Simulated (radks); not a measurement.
# A spherical jellium cluster from 1 to 6 electrons

Aim: add electrons one at a time to a jellium sphere with rs = 4.0 bohr, try the lowest free levels for each, keep the configuration of least energy, and see where shells close. The background charge grows with the count, so each cluster is neutral; its cation and anion are computed too.

Method: non-relativistic spin-polarised Kohn-Sham, LDA (Slater exchange, Perdew-Wang correlation), spherically averaged shells; computed with radks, version 2.

## Step 1: The system

| Item | Value |
| --- | --- |
| well | a jellium sphere with rs = 4.0 bohr |
| functional | LDA (Slater exchange, Perdew-Wang correlation) |
| levels | named by radial order: 1s, 1p, 1d, 2s, 1f and so on |
| units | hartree and bohr; summary energies in eV |
| configuration carried in | none |

## Step 2: 1 electrons

Next run: add 1s up. Settings of this run:

```ini
kind = jellium
xc = PW
rs = 4.0  # bohr
electrons = 1
background = 1  # e
configuration = 1s(up 1, down 0)
```

Command:

```bash
> python run_model.py task.json out
```

task.json names the series; the program runs every candidate in turn, and a move starts from the lowest state found so far. In the records, mag is the spin moment and err the last SCF error.

The program writes no log. Results of the run, from its result record (rounded, main fields):

```text
{
  "status": "converged",
  "energy_total [hartree]": -0.0452088345,
  "energy_kinetic [hartree]": 0.06850185,
  "energy_external [hartree]": -0.2673941,
  "energy_hartree [hartree]": 0.1218266,
  "energy_xc [hartree]": -0.1181431,
  "energy_background [hartree]": 0.15,
  "orbitals [level, occupation, hartree, mean radius in bohr]": [
    ["1s up", 1, -0.110547, 3.73061]
  ],
  "r2_mean [bohr^2]": 16.95118,
  "mag [bohr magneton]": 1,
  "err": 1.4e-10,
  "spill_out [electrons]": 0.3851039
}
```

Lowest: 1s(up 1, down 0).

## Step 3: 2 electrons

Next run: add 1s down. Settings of this run:

```ini
kind = jellium
xc = PW
rs = 4.0  # bohr
electrons = 2
background = 2  # e
configuration = 1s2
```

The program writes no log. Results of the run, from its result record (rounded, main fields):

```text
{
  "status": "converged",
  "energy_total [hartree]": -0.123355282,
  "energy_kinetic [hartree]": 0.1118001,
  "energy_external [hartree]": -0.906171,
  "energy_hartree [hartree]": 0.437324,
  "energy_xc [hartree]": -0.2425288,
  "energy_background [hartree]": 0.4762203,
  "orbitals [level, occupation, hartree, mean radius in bohr]": [
    ["1s up", 1, -0.117418, 4.13391],
    ["1s down", 1, -0.117418, 4.13391]
  ],
  "r2_mean [bohr^2]": 20.36333,
  "mag [bohr magneton]": 0,
  "err": 1.1e-10,
  "spill_out [electrons]": 0.5519461,
  "alpha [bohr^3]": 209.0507
}
```

Next run: add 1p up. Changed: configuration = 1s(up 1, down 0) 1p(up 1, down 0).

Result:

```text
{
  "status": "converged",
  "energy_total [hartree]": -0.0655506372,
  "energy_kinetic [hartree]": 0.157516,
  "energy_external [hartree]": -0.8490662,
  "energy_hartree [hartree]": 0.386286,
  "energy_xc [hartree]": -0.2365067,
  "energy_background [hartree]": 0.4762203,
  "orbitals [level, occupation, hartree, mean radius in bohr]": [
    ["1s up", 1, -0.157579, 3.8271],
    ["1p up", 1, -0.0722959, 5.55417]
  ],
  "r2_mean [bohr^2]": 26.36736,
  "mag [bohr magneton]": 2,
  "err": 5.9e-11,
  "spill_out [electrons]": 0.7639152
}
```

The cation, at the same background. Changed: electrons = 1, configuration = 1s(up 0, down 1).

Result:

```text
{
  "status": "converged",
  "energy_total [hartree]": 0.0704890353,
  "energy_kinetic [hartree]": 0.08421644,
  "energy_external [hartree]": -0.4944219,
  "energy_hartree [hartree]": 0.134149,
  "energy_xc [hartree]": -0.1296748,
  "energy_background [hartree]": 0.4762203,
  "orbitals [level, occupation, hartree, mean radius in bohr]": [
    ["1s down", 1, -0.312414, 3.36319]
  ],
  "r2_mean [bohr^2]": 13.41758,
  "mag [bohr magneton]": -1,
  "err": 2e-10,
  "spill_out [electrons]": 0.126353
}
```

The anion, at the same background (1s2 1p(up 1, down 0)): an occupied level came out unbound, so its energy isn't used.

| candidate | configuration | above the lowest (eV) |
| --- | --- | --- |
| add 1s down | 1s2 | lowest |
| add 1p up | 1s(up 1, down 0) 1p(up 1, down 0) | 1.57 |

Lowest: 1s2.

## Step 4: Electron number 3

Next run: add 1p up. Settings of this run:

```ini
kind = jellium
xc = PW
rs = 4.0  # bohr
electrons = 3
background = 3  # e
configuration = 1s2 1p(up 1, down 0)
```

The program writes no log. Results of the run, from its result record (rounded, main fields):

```text
{
  "status": "converged",
  "energy_total [hartree]": -0.161114618,
  "energy_kinetic [hartree]": 0.1881832,
  "energy_external [hartree]": -1.768325,
  "energy_hartree [hartree]": 0.8450667,
  "energy_xc [hartree]": -0.3620773,
  "energy_background [hartree]": 0.9360377,
  "orbitals [level, occupation, hartree, mean radius in bohr]": [
    ["1s up", 1, -0.146932, 4.3142],
    ["1p up", 1, -0.0784258, 5.80876],
    ["1s down", 1, -0.135618, 4.29184]
  ],
  "r2_mean [bohr^2]": 27.20115,
  "mag [bohr magneton]": 1,
  "err": 3.9e-10,
  "spill_out [electrons]": 0.8500036
}
```

Next run: add 2s up. Changed: configuration = 1s2 2s(up 1, down 0).

Result:

```text
{
  "status": "converged",
  "energy_total [hartree]": -0.107539865,
  "energy_kinetic [hartree]": 0.172282,
  "energy_external [hartree]": -1.636043,
  "energy_hartree [hartree]": 0.7418906,
  "energy_xc [hartree]": -0.3217067,
  "energy_background [hartree]": 0.9360377,
  "orbitals [level, occupation, hartree, mean radius in bohr]": [
    ["1s up", 1, -0.177117, 4.10421],
    ["2s up", 1, -0.0498122, 9.10057],
    ["1s down", 1, -0.171578, 4.15112]
  ],
  "r2_mean [bohr^2]": 45.70177,
  "mag [bohr magneton]": 1,
  "err": 6.7e-10,
  "spill_out [electrons]": 1.175522
}
```

The cation, at the same background. Changed: electrons = 2, configuration = 1s2.

Result:

```text
{
  "status": "converged",
  "energy_total [hartree]": -0.0215010023,
  "energy_kinetic [hartree]": 0.1270939,
  "energy_external [hartree]": -1.290589,
  "energy_hartree [hartree]": 0.4609295,
  "energy_xc [hartree]": -0.2549732,
  "energy_background [hartree]": 0.9360377,
  "orbitals [level, occupation, hartree, mean radius in bohr]": [
    ["1s up", 1, -0.286468, 3.90376],
    ["1s down", 1, -0.286468, 3.90376]
  ],
  "r2_mean [bohr^2]": 17.81746,
  "mag [bohr magneton]": 0,
  "err": 6.4e-10,
  "spill_out [electrons]": 0.2498064
}
```

The anion, at the same background (1s2 1p(up 2, down 0)): an occupied level came out unbound, so its energy isn't used.

| candidate | configuration | above the lowest (eV) |
| --- | --- | --- |
| add 1p up | 1s2 1p(up 1, down 0) | lowest |
| add 2s up | 1s2 2s(up 1, down 0) | 1.46 |

Kept: 1s2 1p(up 1, down 0).

From the same record, its empty bound levels (hartree) and its density (bohr, e/bohr³):

```text
empty: [["1d up", -0.014448], ["2s up", -0.021649], ["1p down", -0.066859], ["1d down", -0.0069592], ["2s down", -0.017299]]
r: [0.2086, 0.7328, 1.257, 1.781, 2.306, 2.83, 3.354, 3.878, 4.402, 4.927, 5.451, 5.975, 6.499, 7.024, 7.548, 8.072, 8.596, 9.12, 9.645, 10.17]
n: [0.005815, 0.005744, 0.005588, 0.005331, 0.004962, 0.004479, 0.003895, 0.003244, 0.002576, 0.001945, 0.001399, 0.0009632, 0.0006416, 0.0004169, 0.0002664, 0.0001679, 0.0001049, 6.498e-05, 4.002e-05, 2.455e-05]
```

## Step 5: N = 4

Next run: add 1p up. Settings of this run:

```ini
kind = jellium
xc = PW
rs = 4.0  # bohr
electrons = 4
background = 4  # e
configuration = 1s2 1p(up 2, down 0)
```

The program writes no log. Results of the run, from its result record (rounded, main fields):

```text
{
  "status": "converged",
  "energy_total [hartree]": -0.222400926,
  "energy_kinetic [hartree]": 0.2627125,
  "energy_external [hartree]": -2.887579,
  "energy_hartree [hartree]": 1.39025,
  "energy_xc [hartree]": -0.4996903,
  "energy_background [hartree]": 1.511905,
  "orbitals [level, occupation, hartree, mean radius in bohr]": [
    ["1s up", 1, -0.160221, 4.52912],
    ["1p up", 2, -0.097483, 5.82592],
    ["1s down", 1, -0.14019, 4.51892]
  ],
  "r2_mean [bohr^2]": 30.83174,
  "mag [bohr magneton]": 2,
  "err": 3.7e-11,
  "spill_out [electrons]": 1.023906
}
```

Next run: add 1p down. Changed: configuration = 1s2 1p(up 1, down 1).

Result:

```text
{
  "status": "converged",
  "energy_total [hartree]": -0.212598306,
  "energy_kinetic [hartree]": 0.2587902,
  "energy_external [hartree]": -2.878928,
  "energy_hartree [hartree]": 1.382494,
  "energy_xc [hartree]": -0.48686,
  "energy_background [hartree]": 1.511905,
  "orbitals [level, occupation, hartree, mean radius in bohr]": [
    ["1s up", 1, -0.153376, 4.51605],
    ["1p up", 1, -0.0904577, 5.89776],
    ["1s down", 1, -0.153376, 4.51605],
    ["1p down", 1, -0.0904577, 5.89776]
  ],
  "r2_mean [bohr^2]": 31.31253,
  "mag [bohr magneton]": 0,
  "err": 3.9e-11,
  "spill_out [electrons]": 1.048866
}
```

Next run: add 2s up. Changed: configuration = 1s2 1p(up 1, down 0) 2s(up 1, down 0).

Result:

```text
{
  "status": "converged",
  "energy_total [hartree]": -0.156960314,
  "energy_kinetic [hartree]": 0.2577783,
  "energy_external [hartree]": -2.751103,
  "energy_hartree [hartree]": 1.280747,
  "energy_xc [hartree]": -0.4562876,
  "energy_background [hartree]": 1.511905,
  "orbitals [level, occupation, hartree, mean radius in bohr]": [
    ["1s up", 1, -0.185388, 4.38277],
    ["1p up", 1, -0.118669, 5.75802],
    ["2s up", 1, -0.0538566, 8.41107],
    ["1s down", 1, -0.168131, 4.45275]
  ],
  "r2_mean [bohr^2]": 41.83974,
  "mag [bohr magneton]": 2,
  "err": 1.7e-10,
  "spill_out [electrons]": 1.393415
}
```

Next run: move 1p up to 1p down: the same state as a run above.

The cation, at the same background. Changed: electrons = 3, configuration = 1s2 1p(up 1, down 0).

Result:

```text
{
  "status": "converged",
  "energy_total [hartree]": -0.0628675346,
  "energy_kinetic [hartree]": 0.211838,
  "energy_external [hartree]": -2.291653,
  "energy_hartree [hartree]": 0.884167,
  "energy_xc [hartree]": -0.3791249,
  "energy_background [hartree]": 1.511905,
  "orbitals [level, occupation, hartree, mean radius in bohr]": [
    ["1s up", 1, -0.296843, 4.20101],
    ["1p up", 1, -0.223773, 5.32924],
    ["1s down", 1, -0.284052, 4.18162]
  ],
  "r2_mean [bohr^2]": 24.05701,
  "mag [bohr magneton]": 1,
  "err": 7.1e-10,
  "spill_out [electrons]": 0.4644543
}
```

The anion, at the same background (1s2 1p(up 3, down 0)): an occupied level came out unbound, so its energy isn't used.

| candidate | configuration | above the lowest (eV) |
| --- | --- | --- |
| add 1p up | 1s2 1p(up 2, down 0) | lowest |
| add 1p down | 1s2 1p(up 1, down 1) | 0.267 |
| add 2s up | 1s2 1p(up 1, down 0) 2s(up 1, down 0) | 1.78 |
| move 1p up to 1p down | 1s2 1p(up 1, down 1) | 0.267 |

Lowest: 1s2 1p(up 2, down 0).

## Step 6: N = 5

Next run: add 1p up. Settings of this run:

```ini
kind = jellium
xc = PW
rs = 4.0  # bohr
electrons = 5
background = 5  # e
configuration = 1s2 1p(up 3, down 0)
```

The program writes no log. Results of the run, from its result record (rounded, main fields):

```text
{
  "status": "converged",
  "energy_total [hartree]": -0.300298029,
  "energy_kinetic [hartree]": 0.3296594,
  "energy_external [hartree]": -4.230867,
  "energy_hartree [hartree]": 2.053127,
  "energy_xc [hartree]": -0.6452307,
  "energy_background [hartree]": 2.193013,
  "orbitals [level, occupation, hartree, mean radius in bohr]": [
    ["1s up", 1, -0.16698, 4.75172],
    ["1p up", 3, -0.10975, 5.94566],
    ["1s down", 1, -0.140485, 4.76202]
  ],
  "r2_mean [bohr^2]": 33.92742,
  "mag [bohr magneton]": 3,
  "err": 4.1e-11,
  "spill_out [electrons]": 1.145553
}
```

Next run: add 1p down. Changed: configuration = 1s2 1p(up 2, down 1).

Result:

```text
{
  "status": "converged",
  "energy_total [hartree]": -0.283228315,
  "energy_kinetic [hartree]": 0.3240522,
  "energy_external [hartree]": -4.217003,
  "energy_hartree [hartree]": 2.040429,
  "energy_xc [hartree]": -0.6237202,
  "energy_background [hartree]": 2.193013,
  "orbitals [level, occupation, hartree, mean radius in bohr]": [
    ["1s up", 1, -0.16247, 4.73756],
    ["1p up", 2, -0.104977, 5.98841],
    ["1s down", 1, -0.153795, 4.74438],
    ["1p down", 1, -0.096581, 6.07106]
  ],
  "r2_mean [bohr^2]": 34.47442,
  "mag [bohr magneton]": 1,
  "err": 1.4e-10,
  "spill_out [electrons]": 1.183038
}
```

Next run: add 1d up. Changed: configuration = 1s2 1p(up 2, down 0) 1d(up 1, down 0).

Result:

```text
{
  "status": "converged",
  "energy_total [hartree]": -0.235882693,
  "energy_kinetic [hartree]": 0.3651333,
  "energy_external [hartree]": -4.1591,
  "energy_hartree [hartree]": 1.987963,
  "energy_xc [hartree]": -0.622892,
  "energy_background [hartree]": 2.193013,
  "orbitals [level, occupation, hartree, mean radius in bohr]": [
    ["1s up", 1, -0.179438, 4.66761],
    ["1p up", 2, -0.120181, 5.87961],
    ["1d up", 1, -0.0550282, 7.2723],
    ["1s down", 1, -0.155739, 4.59683]
  ],
  "r2_mean [bohr^2]": 36.87209,
  "mag [bohr magneton]": 3,
  "err": 6.6e-11,
  "spill_out [electrons]": 1.32804
}
```

The cation, at the same background. Changed: electrons = 4, configuration = 1s2 1p(up 2, down 0).

Result:

```text
{
  "status": "converged",
  "energy_total [hartree]": -0.129652754,
  "energy_kinetic [hartree]": 0.2873728,
  "energy_external [hartree]": -3.529355,
  "energy_hartree [hartree]": 1.437066,
  "energy_xc [hartree]": -0.5177502,
  "energy_background [hartree]": 2.193013,
  "orbitals [level, occupation, hartree, mean radius in bohr]": [
    ["1s up", 1, -0.298434, 4.46469],
    ["1p up", 2, -0.233541, 5.53168],
    ["1s down", 1, -0.276944, 4.4507]
  ],
  "r2_mean [bohr^2]": 28.27784,
  "mag [bohr magneton]": 2,
  "err": 1.5e-09,
  "spill_out [electrons]": 0.6084124
}
```

The anion, at the same background (1s2 1p(up 3, down 1)): an occupied level came out unbound, so its energy isn't used.

| candidate | configuration | above the lowest (eV) |
| --- | --- | --- |
| add 1p up | 1s2 1p(up 3, down 0) | lowest |
| add 1p down | 1s2 1p(up 2, down 1) | 0.464 |
| add 1d up | 1s2 1p(up 2, down 0) 1d(up 1, down 0) | 1.75 |

The series goes on from 1s2 1p(up 3, down 0).

## Step 7: Electron number 6

Next run: add 1p down. Settings of this run:

```ini
kind = jellium
xc = PW
rs = 4.0  # bohr
electrons = 6
background = 6  # e
configuration = 1s2 1p(up 3, down 1)
```

The program writes no log. Results of the run, from its result record (rounded, main fields):

```text
{
  "status": "converged",
  "energy_total [hartree]": -0.367237334,
  "energy_kinetic [hartree]": 0.3827983,
  "energy_external [hartree]": -5.760311,
  "energy_hartree [hartree]": 2.805696,
  "energy_xc [hartree]": -0.7671555,
  "energy_background [hartree]": 2.971735,
  "orbitals [level, occupation, hartree, mean radius in bohr]": [
    ["1s up", 1, -0.167555, 4.95441],
    ["1p up", 3, -0.114849, 6.12862],
    ["1s down", 1, -0.152077, 4.97603],
    ["1p down", 1, -0.0999536, 6.27374]
  ],
  "r2_mean [bohr^2]": 37.38324,
  "mag [bohr magneton]": 2,
  "err": 7.9e-10,
  "spill_out [electrons]": 1.287944
}
```

Next run: add 1d up. Changed: configuration = 1s2 1p(up 3, down 0) 1d(up 1, down 0).

Result:

```text
{
  "status": "converged",
  "energy_total [hartree]": -0.328374078,
  "energy_kinetic [hartree]": 0.428057,
  "energy_external [hartree]": -5.714381,
  "energy_hartree [hartree]": 2.76265,
  "energy_xc [hartree]": -0.7764346,
  "energy_background [hartree]": 2.971735,
  "orbitals [level, occupation, hartree, mean radius in bohr]": [
    ["1s up", 1, -0.180377, 4.89635],
    ["1p up", 3, -0.126403, 6.04349],
    ["1d up", 1, -0.0643208, 7.26155],
    ["1s down", 1, -0.151031, 4.85083]
  ],
  "r2_mean [bohr^2]": 38.79966,
  "mag [bohr magneton]": 4,
  "err": 2.5e-10,
  "spill_out [electrons]": 1.391194
}
```

Next run: add 2s up. Changed: configuration = 1s2 1p(up 3, down 0) 2s(up 1, down 0).

Result:

```text
{
  "status": "converged",
  "energy_total [hartree]": -0.31582069,
  "energy_kinetic [hartree]": 0.3995095,
  "energy_external [hartree]": -5.647309,
  "energy_hartree [hartree]": 2.712148,
  "energy_xc [hartree]": -0.7519039,
  "energy_background [hartree]": 2.971735,
  "orbitals [level, occupation, hartree, mean radius in bohr]": [
    ["1s up", 1, -0.187599, 4.89805],
    ["1p up", 3, -0.13368, 6.0659],
    ["2s up", 1, -0.0599327, 7.80437],
    ["1s down", 1, -0.156482, 5.04374]
  ],
  "r2_mean [bohr^2]": 42.23866,
  "mag [bohr magneton]": 4,
  "err": 1.9e-10,
  "spill_out [electrons]": 1.610213
}
```

Next run: move 1p up to 1p down. Changed: configuration = 1s2 1p(up 2, down 2).

Result:

```text
{
  "status": "converged",
  "energy_total [hartree]": -0.359841107,
  "energy_kinetic [hartree]": 0.3807271,
  "energy_external [hartree]": -5.754849,
  "energy_hartree [hartree]": 2.800608,
  "energy_xc [hartree]": -0.7580624,
  "energy_background [hartree]": 2.971735,
  "orbitals [level, occupation, hartree, mean radius in bohr]": [
    ["1s up", 1, -0.161359, 4.9573],
    ["1p up", 2, -0.108765, 6.18469],
    ["1s down", 1, -0.161359, 4.9573],
    ["1p down", 2, -0.108765, 6.18469]
  ],
  "r2_mean [bohr^2]": 37.54539,
  "mag [bohr magneton]": 0,
  "err": 2.5e-10,
  "spill_out [electrons]": 1.301773
}
```

The cation, at the same background. Changed: electrons = 5, configuration = 1s2 1p(up 3, down 0).

Result:

```text
{
  "status": "converged",
  "energy_total [hartree]": -0.212396281,
  "energy_kinetic [hartree]": 0.3537106,
  "energy_external [hartree]": -4.979487,
  "energy_hartree [hartree]": 2.105122,
  "energy_xc [hartree]": -0.6634762,
  "energy_background [hartree]": 2.971735,
  "orbitals [level, occupation, hartree, mean radius in bohr]": [
    ["1s up", 1, -0.296794, 4.71144],
    ["1p up", 3, -0.238444, 5.73975],
    ["1s down", 1, -0.269048, 4.71151]
  ],
  "r2_mean [bohr^2]": 31.82707,
  "mag [bohr magneton]": 3,
  "err": 7.1e-10,
  "spill_out [electrons]": 0.7208478
}
```

The anion, at the same background (1s2 1p(up 3, down 2)): an occupied level came out unbound, so its energy isn't used.

| candidate | configuration | above the lowest (eV) |
| --- | --- | --- |
| add 1p down | 1s2 1p(up 3, down 1) | lowest |
| add 1d up | 1s2 1p(up 3, down 0) 1d(up 1, down 0) | 1.06 |
| add 2s up | 1s2 1p(up 3, down 0) 2s(up 1, down 0) | 1.40 |
| move 1p up to 1p down | 1s2 1p(up 2, down 2) | 0.201 |

The series goes on from 1s2 1p(up 3, down 1).

From the same record, its empty bound levels (hartree) and its density (bohr, e/bohr³):

```text
empty: [["1d up", -0.054548], ["2s up", -0.042502], ["1d down", -0.042666], ["2s down", -0.035526]]
r: [0.2446, 0.8591, 1.474, 2.088, 2.703, 3.317, 3.932, 4.546, 5.161, 5.776, 6.39, 7.005, 7.619, 8.234, 8.848, 9.463, 10.08, 10.69, 11.31, 11.92]
n: [0.003252, 0.003399, 0.003677, 0.004016, 0.004324, 0.004499, 0.004454, 0.004148, 0.003599, 0.00289, 0.002141, 0.001464, 0.0009345, 0.0005658, 0.00033, 0.0001869, 0.0001034, 5.663e-05, 3.034e-05, 1.625e-05]
```

## Step 8: Collected

| N | configuration | unpaired | E/N (eV) | ionisation (eV) | affinity (eV) | second difference (eV) | spill-out (e) |
| --- | --- | --- | --- | --- | --- | --- | --- |
| 1 | 1s(up 1, down 0) | 1 | -1.230 | - | - | - | 0.39 |
| 2 | 1s2 | 0 | -1.678 | 5.27 | - | 1.099 | 0.55 |
| 3 | 1s2 1p(up 1, down 0) | 1 | -1.461 | 3.80 | - | -0.640 | 0.85 |
| 4 | 1s2 1p(up 2, down 0) | 2 | -1.513 | 4.34 | - | -0.452 | 1.02 |
| 5 | 1s2 1p(up 3, down 0) | 3 | -1.634 | 4.64 | - | 0.298 | 1.15 |
| 6 | 1s2 1p(up 3, down 1) | 2 | -1.666 | 4.21 | - | - | 1.29 |

The second difference is E(N+1) + E(N-1) - 2E(N) of neutral clusters.

Density of N = 6:

r (bohr), 1000 × density and a bar:
```
     0.24       3.25 ######################
     1.17       3.52 ########################
     2.09       4.02 ###########################
     3.01       4.43 ##############################
     3.93       4.45 ##############################
     4.85       3.90 ##########################
     5.78       2.89 ###################
     6.70       1.79 ############
     7.62       0.93 ######
     8.54       0.43 ###
     9.46       0.19 #
    10.38       0.08 
    11.31       0.03 
    12.23       0.01
```

## Step 9: Summary of results

| quantity | value |
| --- | --- |
| closed shells at N | 2 |
| largest second difference | 1.10 eV at N = 2 (of N = 2 to 5) |
| most unpaired electrons | 3 at N = 5 |
| ionisation energies | 3.80 to 5.27 eV |
| polarisability at N = 2 | 209.1 bohr³ |
| configuration at N = 6 | 1s2 1p(up 3, down 1) |

**Reading.** Shells close at N = 2, and the second difference peaks there. Among the lowest states kept at each count, up to 3 electrons are unpaired (N = 5), since exchange favours parallel spins. The polarisability at N = 2 is 1.63 times the classical R³, since electrons spill past the background. The anion gave no bound, converged state at N = 2, 3, 4, 5 and 6; semilocal functionals bind extra electrons too weakly, through self-interaction. The ions keep the filling of the neutral cluster, less or plus one electron, without a search of their own. Only a few candidates are tried at each count, so a lower state may have been missed.
